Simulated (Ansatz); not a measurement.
# BaBr: the cost of one run

Method: DFT PBE, scalar-relativistic, plane waves, PAW, in Ansatz 0.2.0.

### Step 1. The structure to begin with

The structure is cubic, space group Pm-3m (No. 221). The conventional cell has a = 4.228 Å, b = 4.228 Å, c = 4.228 Å, α = 90.00°, β = 90.00°, γ = 90.00°. Ba (site symmetry m-3m) is surrounded by 8 Br at 3.66 Å. Around Br (site symmetry m-3m) lie 8 Ba at 3.66 Å.

As a file:

```
Ba Br
1.0
     4.22811    0.00000    0.00000
     0.00000    4.22811    0.00000
     0.00000    0.00000    4.22811
Ba Br
1 1
Cartesian
  0.0000 0.0000 0.0000
  2.1141 2.1141 2.1141
```

Recipe of the guess: species swapped into a database cell of GdIn (Pm-3m, No. 221), with Ba on the Gd sites and Br on the In sites. The dimensions are guesses.

### Step 2. Probe: one point on a coarse mesh

input.yaml reads:

```yaml
crystal:
  lattice:
    - [4.22810824, 0.0, 0.0]
    - [0.0, 4.22810824, 0.0]
    - [0.0, 0.0, 4.22810824]
  atoms:
    - { symbol: Ba, position: [0.0, 0.0, 0.0] }
    - { symbol: Br, position: [0.5, 0.5, 0.5] }
basis:
  ecutwfc: 420
kpoints:
  mp_grid: { grid: [4, 4, 4] }
hamiltonian:
  xc: pbe
scf:
  occupations: { method: gaussian, width: 0.1 }
  lower_state_search: "off"
output:
  forces: true
  stress: true
  eigenvalues: true
```

Run with:

```console
$ ansatz run input.yaml --threads 1 --pin off --max-ram 2560MiB --backend cpu --events-out ev --progress --plain --runs-dir out
```

**Question.** How long does this run take on 1 thread of Intel Xeon Platinum 8259CL at 2.50GHz (Skylake/Cascade Lake), shared host, and how much memory does it need?

About 1.3 s, with a peak of 0.36 GiB.
